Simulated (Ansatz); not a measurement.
# The Ag+ ion: small, medium and large basis sets

The task here is to estimate one member of a computed series from the others.

The runs use Ansatz 0.2.0, Gaussian basis; one geometry, several basis sets.

The runs, in order: PBE0/def2-SVP; ωB97M-V/def2-SVP; PBE0/def2-QZVPP; ωB97M-V/def2-QZVPP; the functionals' def2-TZVPP values are taken from earlier runs.

## The atom

SMILES `[Ag+]`, 1 atom, charge 1, spin multiplicity 1.

Ag takes the def2 core potential; no spin-orbit term is included.

The first run:

Contents of in.yaml:

```yaml
crystal:
  periodic: [false, false, false]
  atoms:
    - {symbol: Ag, position_ang: [0.000000, 0.000000, 0.000000]}
basis:
  gaussian: {orbitals: def2-SVP}
total_charge: 1
hamiltonian: {xc: pbe0}
output: {orbitals: {seedname: orbitals}}
```

Among the steps run: PBE0 in def2-SVP; ωB97M-V in def2-SVP; PBE0 in def2-QZVPP; ωB97M-V in def2-QZVPP.

One table of the session follows, with a row left open; its other results are not shown here.

It belongs to the step «Density functionals: the series». 

| functional | basis | HOMO (eV) | LUMO (eV) |
| --- | --- | --- | --- |
| PBE0 | def2-SVP | -17.40 | -10.06 |
| PBE0 | def2-TZVPP | -17.40 | -10.05 |
| PBE0 | def2-QZVPP | ? | ? |
| ωB97M-V | def2-SVP | -19.95 | -7.89 |
| ωB97M-V | def2-TZVPP | -19.93 | -7.91 |
| ωB97M-V | def2-QZVPP | -19.94 | -7.94 |

Q: Estimate the row for PBE0, def2-QZVPP from the others.

As computed: HOMO (eV): -17.40; LUMO (eV): -10.07.
